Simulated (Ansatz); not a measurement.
# SrC2: squeezing one contact

An exercise on one series of results from a longer session: the logs are not shown, and one member is left open.

Computed with Ansatz 0.2.0 (DFT PBEsol, with the methods named in each step, unless a step's input says otherwise).

2 further runs of the same task are left out: 2 that didn't finish. Runs told in other sessions of the task aren't counted.

**The system as given**

The structure is tetragonal, space group I4/mmm (No. 139). The conventional cell has a = 4.098 Å, b = 4.098 Å, c = 6.813 Å, α = 90.00°, β = 90.00°, γ = 90.00°. Around Sr (site symmetry 4/mmm) lie 10 C at 2.78 to 2.96 Å. C (site symmetry 4mm) has 1 C at 1.25 Å in its first shell of neighbours.

As a file:

```
CELL_PARAMETERS angstrom
-2.04889 2.04889 3.40667
2.04889 -2.04889 3.40667
2.04889 2.04889 -3.40667
ATOMIC_POSITIONS crystal
Sr 0.00000 0.00000 0.00000
C 0.40793 0.40793 0.00000
C 0.59207 0.59207 0.00000
```

Atoms are numbered in the order of the input: Sr1, C2, C3.

Set-up of the first run:

input.yaml reads:

```yaml
crystal:
  lattice:
    - [-2.0488908708, 2.0488908708, 3.4066710956]
    - [2.0488908708, -2.0488908708, 3.4066710956]
    - [2.0488908708, 2.0488908708, -3.4066710956]
  atoms:
    - { symbol: Sr, position: [0.0, 0.0, 0.0] }
    - { symbol: C, position: [0.40792644, 0.40792644, 0.0] }
    - { symbol: C, position: [0.59207356, 0.59207356, 0.0] }
kpoints:
  mp_grid: { grid: [8, 8, 8] }
scf:
  occupations: { method: fermi_dirac, width: 0.03 }
hamiltonian:
  xc: pbesol
  pseudopotentials: { kind: all_electron, lapw: { basis_error: 0.001 } }
output:
  forces: true
  stress: true
  eigenvalues: true
  populations: true
```

Command:

```
$ ansatz run input.yaml --threads 1 --pin off --max-ram 3072MiB --backend cpu --events-out ev --progress --plain --runs-dir out
```

Among the steps run: The bond as given, LAPW; Shortest bond scaled by 1, crystal datasets; Shortest bond scaled by 1.05, LAPW; Shortest bond scaled by 0.95, LAPW; Shortest bond scaled by 0.8, LAPW; Shortest bond scaled by 0.8, crystal datasets.

One table of the session follows, with a row left open; its other results are not shown here.

```
             method  length (Å)  force along the bond (eV/Å)  pressure (GPa)  gap on the k mesh (eV)  largest force (eV/Å)
               LAPW       1.004                       43.703           36.49                    2.38                43.703
               LAPW       1.192                        6.499            4.79                    1.79                 6.499
               LAPW       1.255                        0.528           -1.15                    1.56                 0.528
               LAPW       1.317                       -3.589           -5.52                    1.32                 3.589
                PAW       0.778                      173.525          120.03                    2.03               173.525
                PAW       1.004                       43.520           36.36                    2.34                43.520
                PAW       1.192                            ?               ?                       ?                     ?
                PAW       1.255                        0.545           -1.14                    1.56                 0.545
                PAW       1.317                       -3.585           -5.52                    1.32                 3.585
PAW (source ansatz)       0.778                      181.689          125.35                    2.28               181.689
   crystal datasets       1.004                       43.705           36.49                    2.38                43.705
   crystal datasets       1.255                        0.528           -1.15                    1.56                 0.528
```

**Question.** Estimate the row for PAW, 1.192.

**Answer.** force along the bond (eV/Å): 6.525; pressure (GPa): 4.82; gap on the k mesh (eV): 1.79; largest force (eV/Å): 6.525. In the column «force along the bond (eV/Å)» it lies between LAPW, 1.192 (6.499) and PAW, 1.004 (43.520).

Limits of these values: Rows by PAW come from runs of the same series that aren't printed here. Warnings in the runs' records: gradients without spin orbit, crystal datasets made.
